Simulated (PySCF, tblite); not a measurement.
# C₇H₁₄Ge: geometry, infrared bands and NMR shifts

Wanted: the infrared bands and NMR shifts of C₇H₁₄Ge (`C=C[C@@H]1[GeH2][CH2][C@@H]1CC`), by calculation.

Computed with tblite 0.8.0 and PySCF 2.14.0, with density-fitted response routines of our own, on a single molecule in the gas phase. Atoms count from 0, in the outputs and in this text.

## 1. The starting structure

22 atoms, charge 0, multiplicity 1; geometry from: force field or distance geometry start.

Bonds of the start (Å): C0–C1 1.33, C1–C2 1.53, C2–Ge3 1.94, Ge3–C4 1.94, C4–C5 1.55, C5–C6 1.55, C6–C7 1.53, C5–C2 1.54, C0–H8 1.09, C0–H9 1.08, C1–H10 1.08, C2–H11 1.12, Ge3–H12 1.54, Ge3–H13 1.55, C4–H14 1.12, C4–H15 1.11, C5–H16 1.11, C6–H17 1.10, C6–H18 1.10, C7–H19 1.11, C7–H20 1.11, C7–H21 1.10.

## 2. Geometry optimisation with GFN2-xTB

Job settings and geometry (Å):

```
{"job": {"kind": "relax", "xc": "GFN2-xTB", "basis": "xTB"}, "charge": 0, "multiplicity": 1}
C     -1.669000     0.612800    -2.212000
C     -1.328500     1.096700    -1.024600
C     -1.285700     0.195600     0.205000
Ge    -1.114800     1.244600     1.823400
C      0.418200     0.056900     1.752800
C     -0.002300    -0.618600     0.425700
C      1.078800    -0.509400    -0.679000
C      2.303100    -1.373700    -0.356700
H     -1.934600    -0.433500    -2.338100
H     -1.708000     1.273600    -3.068200
H     -1.082800     2.144800    -0.924900
H     -2.207700    -0.441500     0.265000
H     -0.743200     2.723000     1.602600
H     -2.125000     0.821600     2.924200
H      1.353900     0.658300     1.674300
H      0.428700    -0.653100     2.609100
H     -0.258000    -1.681400     0.612100
H      1.402000     0.537700    -0.804000
H      0.648400    -0.862700    -1.630900
H      3.034200    -1.301400    -1.186100
H      1.992700    -2.435400    -0.245300
H      2.789300    -1.035500     0.574800
```

Run with:

```sh
OMP_NUM_THREADS=1 python probes_run.py task.json out
```

This one command runs all jobs of the session in turn.

**Question.** This job is followed by: GFN2-xTB harmonic vibrations, gas phase; GIAO PBE0/pcSseg-1 NMR shielding, non-relativistic, gas phase. What will the session give for the following? strongest single infrared mode (GFN2-xTB); zero-point energy (GFN2-xTB); ¹³C shifts against TMS (PBE0/pcSseg-1); ¹H shifts against TMS (PBE0/pcSseg-1, means over atoms taken as alike); ⁷³Ge shifts against GeMe4 (PBE0/pcSseg-1).

The runs gave:

| quantity | value |
| --- | --- |
| strongest single infrared mode (GFN2-xTB) | 1949 cm⁻¹, 579 km/mol |
| zero-point energy (GFN2-xTB) | 114.6 kcal/mol |
| ¹³C shifts against TMS (PBE0/pcSseg-1) | 146.1, 117.0, 51.1, 44.5, 34.5, 21.2, 14.2 ppm |
| ¹H shifts against TMS (PBE0/pcSseg-1, means over atoms taken as alike) | 6.53, 5.23, 5.14, 4.80, 4.52, 2.99, 2.29, 1.93, 1.57, 1.39, 1.17, 0.92 ppm |
| ⁷³Ge shifts against GeMe4 (PBE0/pcSseg-1) | -143 ppm |

What this shows: The optimisation took 138 steps and gained 0.645 eV; among the close pairs (by a distance rule), C2–Ge3 changed most, from 1.936 to 2.017 Å. All 60 modes are real, so the xTB geometry is a minimum. The strongest single mode, at 1949 cm⁻¹, moves mainly H13 and H12. Unscaled tight-binding wavenumbers are off by several per cent, some by more. Its intensities can rank the bands wrongly. C1 (alkene CH) lies farthest downfield among carbon, at 146.1 ppm; the olefinic region. The most deshielded hydrogen is H10 (hydrogen on an alkene CH), at 6.53 ppm: attached to an sp2 carbon and in the plane of the double bond. At PBE0/pcSseg-1: The widest tensor belongs to C1: span 250 ppm, with a paramagnetic part of -215 ppm. Spin-orbit coupling is left out, which matters for shieldings and couplings at and beside the heavy atoms.
